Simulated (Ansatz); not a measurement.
TaN, space group P-6m2: an all-electron equation of state, run with Ansatz 0.2.0, Python API.

`eos_lapw_tan.py`
```python
"""E(V) of TaN on LAPW."""

import warnings

import ansatz
from ase.eos import EquationOfState
from ase.units import GPa
import numpy as np

vectors0 = np.array([
    [2.938, 0.0, 0.0],
    [-1.469, 2.544383, 0.0],
    [0.0, 0.0, 2.883],
])
sites = [
    ("Ta", (1 / 3, 2 / 3, 0.5)),
    ("N", (0.0, 0.0, 0.0)),
]


def crystal_on(cell):
    crystal = ansatz.Crystal(lattice=ansatz.Lattice.of(cell))
    for symbol, position in sites:
        crystal = crystal.atom(symbol, position)
    return crystal


def main() -> None:
    warnings.simplefilter("ignore", ansatz.DeckWarning)

    volumes, energies = [], []
    for scale in np.linspace(0.94, 1.06, 5):
        cell = vectors0 * scale ** (1 / 3)
        setup = crystal_on(cell).calculation()
        setup = setup.functional(ansatz.Functional.LDA)
        setup = setup.occupations("Fermi-Dirac")
        setup = setup.kpoints(11, 11, 10).pseudopotentials("all_electron", lapw=True, basis_error=0.001)
        data = setup.run(threads=1).report
        volumes.append(abs(np.linalg.det(cell)) / len(sites))
        energies.append(data["free_energy_ev"] / len(sites))
        print(f"{scale:.3f} {volumes[-1]:9.4f} A^3/atom {energies[-1]:16.5f} eV/atom  (estimated basis error {1000 * data['lapw_basis_errors']['total_ev_per_atom']:.2f} meV/atom)")
    v0, e0, bulk = EquationOfState(volumes, energies, eos="birchmurnaghan").fit()
    print(f"V0 = {v0:.4f} A^3/atom, B0 = {bulk / GPa:.1f} GPa")


if __name__ == "__main__":
    main()
```

Its results, one of them left out:

| V (Å³/atom) | F less the lowest row shown (meV/atom) |
| --- | --- |
| 10.129 | ? |
| 10.453 | 0.00 |
| 10.776 | 12.73 |
| 11.099 | 45.34 |
| 11.422 | 94.83 |

What is the missing energy at 10.129 Å³ an atom?

A third-order Birch-Murnaghan fit, E = E0 + (9 V0 B0 / 16) [(t - 1)³ B' + (t - 1)² (6 - 4t)] with t = (V0/V)^(2/3), through the 4 rows shown gives V0 = 10.430 Å³, B0 = 378.5 GPa, B' = 4.33 and E0 = -0.06 meV. At V = 10.129 Å³, t = 1.01969, and the fit extrapolates to 10.73 meV. The run gave 10.70 meV, a miss of 0.02 meV.

What to keep in mind:
- Spin is left out of this run.
- Shape and fractional positions are held along the curve, so the bulk modulus is an upper value where they are free to relax.
- For a metal this k-point mesh is coarse: on a finer one energies can move by several to tens of meV an atom and pressures by half a GPa or more, differences at one mesh by less.
- Spin-orbit coupling, which matters for elements this heavy, is left out.
- The structure is a deposited one; some such entries were measured under pressure or heat, so a shift against it needn't be the functional's error alone.
- The whole script took 4.7 min on 1 thread of Arm Neoverse N1, with other jobs on the host, peak memory 0.48 GiB.
